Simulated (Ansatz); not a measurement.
**AlClF2 (SMILES [F][Al]([F])[Cl]) at revPBE/STO-3G**

What is the electronic atomisation energy of AlClF2 at revPBE/STO-3G? 

The calculation is run with Ansatz 0.2.0.

53 further runs of the same task are left out: 4 that didn't finish, 49 set aside as unsound or not needed.

### Step 1. The molecule

AlClF2 has 4 atoms, charge 0, and is taken as a singlet. SMILES: `[F][Al]([F])[Cl]`. The coordinates come from a PBE0-D4/def2-TZVP relaxation.

Bond lengths: F1–Al2 1.631 Å, Al2–F3 1.631 Å, Al2–Cl4 2.061 Å. Angles: F1–Al2–F3 119.0°, F1–Al2–Cl4 120.5°, F3–Al2–Cl4 120.5°.

### Step 2. A single-point energy at revPBE/STO-3G

run.yaml

```yaml
crystal:
  periodic: [false, false, false]
  atoms:
    - symbol: F
      position_ang: [0.997200, 0.721760, 1.149640]
    - symbol: Al
      position_ang: [0.069280, -0.050750, 0.053570]
    - symbol: F
      position_ang: [0.273490, -1.653820, -0.164660]
    - symbol: Cl
      position_ang: [-1.339980, 0.982810, -1.038560]
basis:
  gaussian:
    orbitals: STO-3G
hamiltonian:
  xc: {name: revPBE}
accuracy: high
```

Command:

```sh
$ ansatz run run.yaml --threads 1 --pin off --max-ram 3480MiB --events-out events.jsonl --progress --plain --runs-dir runs
```

Log:

```text
Warning: RAYON_NUM_THREADS=1 ignored (pool sized by the plan → 1); use --threads N
Functional definition: revPBE
  name "revPBE"
  parameter kappa = 1.245
  parameter beta = 0.06672455060314922
  exchange = pbe_x(kappa = kappa, mu = beta*pi^2/3)
  correlation = pbe_c(beta = beta)
524 factors; integrals over basis functions are off by at most 2.8e-8 eV
mean field evaluation 1: about -24253.9322 eV, gradient 3.0e1 eV
mean field evaluation 2: about -24245.8220 eV, gradient 6.2e1 eV
mean field evaluation 4: about -24257.4038 eV, gradient 1.9e0 eV
mean field evaluation 8: about -24257.3983 eV, gradient 5.2e-2 eV
mean field evaluation 16: about -24257.3983 eV, gradient 9.4e-9 eV
mean field -24257.39834097 eV, -891.4429467755 hartree, gradient 1.1e-8 eV, S^2 0.000000; 0 other end points of the search recorded, 0 dependent functions left out
reference -24257.39834284 eV, -891.4429468441 hartree; 24, 24 occupied and 4, 4 virtual orbitals, 524 factors
Total energy: -24257.39834284 eV, -891.4429468441 hartree
```

Wall time 1.3 s (1 thread of Arm Neoverse V2, shared host); peak memory 0.1 GiB.

### Step 3. The Al atom

run.yaml

```yaml
crystal:
  periodic: [false, false, false]
  atoms:
    - {symbol: Al, position_ang: [0.000000, 0.000000, 0.000000]}
basis:
  gaussian:
    orbitals: STO-3G
magnetization:
  spin_polarized: true
  initial_magnetization: 1
hamiltonian:
  xc: {name: revPBE}
accuracy: high
```

Command:

```sh
$ ansatz run run.yaml --threads 1 --pin off --max-ram 3480MiB --events-out events.jsonl --progress --plain --runs-dir runs
```

Log:

```text
Warning: RAYON_NUM_THREADS=1 ignored (pool sized by the plan → 1); use --threads N
Functional definition: revPBE
  name "revPBE"
  parameter kappa = 1.245
  parameter beta = 0.06672455060314922
  exchange = pbe_x(kappa = kappa, mu = beta*pi^2/3)
  correlation = pbe_c(beta = beta)
42 factors; integrals over basis functions are off by at most 1.7e-9 eV
mean field evaluation 1: about -6510.5578 eV, gradient 1.5e0 eV
mean field evaluation 2: about -6510.5647 eV, gradient 3.8e-1 eV
mean field evaluation 4: about -6510.5644 eV, gradient 2.4e-3 eV
mean field evaluation 8: about -6510.5640 eV, gradient 3.5e-1 eV
mean field evaluation 16: about -6510.5644 eV, gradient 3.4e-4 eV
mean field -6510.56444865 eV, -239.2588304688 hartree, gradient 3.1e-8 eV, S^2 0.750001; 1 other end points of the search recorded, 0 dependent functions left out
reference -6510.56445055 eV, -239.2588305386 hartree; 7, 6 occupied and 2, 3 virtual orbitals, 42 factors
Total energy: -6510.56445055 eV, -239.2588305386 hartree
```

Wall time 0.38 s (1 thread of Arm Neoverse V2, shared host).

### Step 4. The Cl atom, same level

input.yaml

```yaml
crystal:
  periodic: [false, false, false]
  atoms:
    - {symbol: Cl, position_ang: [0.000000, 0.000000, 0.000000]}
basis:
  gaussian: {orbitals: STO-3G}
accuracy: high
hamiltonian: {xc: {name: revPBE}}
magnetization: {spin_polarized: true, initial_magnetization: 1}
```

Run the same way, it converges to -455.03639 Eh (log not shown).

### Step 5. The F atom, same level

molecule.yaml

```yaml
crystal:
  periodic: [false, false, false]
  atoms:
    - {symbol: F, position_ang: [0.000000, 0.000000, 0.000000]}
basis:
  gaussian: {orbitals: STO-3G}
hamiltonian: {xc: {name: revPBE}}
accuracy: high
magnetization: {spin_polarized: true, initial_magnetization: 1}
```

Run the same way, it converges to -98.24365 Eh (log not shown).

### Step 6. Outcome

Level: revPBE/STO-3G.

| quantity | value |
| --- | --- |
| molecule: total energy | -891.44295 Eh |
| Al atom: total energy | -239.25883 Eh |
| Al atom: ⟨S²⟩ | 0.750 |
| Cl atom: total energy | -455.03639 Eh |
| Cl atom: ⟨S²⟩ | 0.750 |
| F atom: total energy | -98.24365 Eh |
| F atom: ⟨S²⟩ | 0.750 |
| electronic atomisation energy | 17.971 eV |

Taking the molecule apart into free atoms costs 17.97 eV (1734 kJ/mol), before zero-point energy and without spin-orbit coupling. In a minimal basis such a difference can be off by several eV, whatever the method.
